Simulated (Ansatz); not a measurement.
Predict the output of the script below (the Python package of Ansatz (0.2.0)).

`la2mgcu2.yaml`
```yaml
crystal:
  lattice:
    - [7.9209, 0.0, 0.0]
    - [0.0, 7.9209, 0.0]
    - [0.0, 0.0, 3.9631]
  atoms:
    - { symbol: La, position: [0.17368, 0.67368, 0.5] }
    - { symbol: La, position: [0.32632, 0.17368, 0.5] }
    - { symbol: La, position: [0.82632, 0.32632, 0.5] }
    - { symbol: La, position: [0.67368, 0.82632, 0.5] }
    - { symbol: Mg, position: [0.0, 0.0, 0.0] }
    - { symbol: Mg, position: [0.5, 0.5, 0.0] }
    - { symbol: Cu, position: [0.3805, 0.8805, 0.0] }
    - { symbol: Cu, position: [0.1195, 0.3805, 0.0] }
    - { symbol: Cu, position: [0.6195, 0.1195, 0.0] }
    - { symbol: Cu, position: [0.8805, 0.6195, 0.0] }
kpoints:
  mp_grid: { kspacing: 0.3 }
hamiltonian:
  xc: pbesol
scf:
  occupations: { method: cold, width: 0.1 }
basis:
  ecutwfc: 420
output:
  forces: true
  stress: true
```

Script `run_yaml_run.py`:
```python
"""Run a YAML input for La2MgCu2 from Python."""

import json

import ansatz
import numpy as np


def main() -> None:
    planned = ansatz.Session.from_deck("la2mgcu2.yaml").plan(threads=1, pin="off")
    result = planned.execute()
    summary = result.report

    print("%-22s %14.5f eV" % ("F = E - TS", summary["free_energy_ev"]))
    print("%-22s %14.5f eV" % ("E", summary["internal_energy_ev"]))
    print("%-22s %14.5f eV" % ("Harris-Foulkes", summary["harris_foulkes_ev"]))
    print("%-22s %14.5f eV" % ("Fermi level", summary["fermi_energy_ev"]))

    # forces in eV per angstrom
    print("forces (eV/A)")
    for site, force in zip(result.lattice.sites, summary["forces_ev_ang"]):
        print(f"  {site.symbol:2s} {force[0]:9.4f} {force[1]:9.4f} {force[2]:9.4f}")

    # the stress is positive in compression
    stress = np.array(summary["stress_gpa"])
    print(f"pressure {np.trace(stress) / 3:.3f} GPa")
    print("stress tensor, GPa, positive in compression")
    print(np.round(stress, 3) + 0.0)

    keep = ["free_energy_ev", "energy_sigma0_ev", "fermi_energy_ev", "n_iterations", "converged", "magnetization_mub", "n_kpoints"]
    with open("la2mgcu2.json", "w") as handle:
        json.dump({key: summary[key] for key in keep}, handle, indent=1)

    terms = summary["components"]
    print({name: round(terms[name], 3) for name in ("e_kinetic", "e_hartree", "e_xc", "e_local", "e_nonlocal")})


if __name__ == "__main__":
    main()
```

```console
$ python run_yaml_run.py
F = E - TS               -54825.76094 eV
E                        -54825.75994 eV
Harris-Foulkes           -54825.76094 eV
Fermi level                  10.61609 eV
forces (eV/A)
  La   -0.0701   -0.0701   -0.0000
  La    0.0701   -0.0701    0.0000
  La    0.0701    0.0701    0.0000
  La   -0.0701    0.0701   -0.0000
  Mg    0.0000   -0.0000   -0.0000
  Mg   -0.0000   -0.0000   -0.0000
  Cu    0.0651    0.0651    0.0000
  Cu   -0.0651    0.0651    0.0000
  Cu   -0.0651   -0.0651   -0.0000
  Cu    0.0651   -0.0651   -0.0000
pressure -2.893 GPa
stress tensor, GPa, positive in compression
[[-2.672  0.     0.   ]
 [ 0.    -2.672  0.   ]
 [ 0.     0.    -3.335]]
{'e_kinetic': 2116.046, 'e_hartree': 11900.916, 'e_xc': -961.218, 'e_local': -27562.505, 'e_nonlocal': 2137.264}
```

It writes `la2mgcu2.json`:
```json
{
 "free_energy_ev": -54825.76094017214,
 "energy_sigma0_ev": -54825.760605616415,
 "fermi_energy_ev": 10.616089013425619,
 "n_iterations": 7,
 "converged": true,
 "magnetization_mub": 0.0,
 "n_kpoints": 12
}
```

Caveats:
- Total energies depend on the potentials; only differences at equal settings carry meaning. A total without «per atom» is that of the cell as typed.
- No spin polarisation was allowed.
- The energy terms are those on the plane-wave grid, with the one-centre PAW part apart; the terms shown are only some of the summands, so they needn't add up to F.
- The mesh is modest for a metal, so energies can be off by several to tens of meV an atom and pressures by half a GPa or more; differences at equal mesh fare better.
- Only differences from the Fermi energy are physical; the zero of the scale is a convention.
- The structure is a deposited one; some such entries were measured under pressure or heat, so a shift against it needn't be the functional's error alone.
- Processor time in the engine: 14 s on 1 thread of Intel(R) Xeon(R) Processor @ 2.30GHz, with other jobs on the host, peak memory 0.84 GiB.
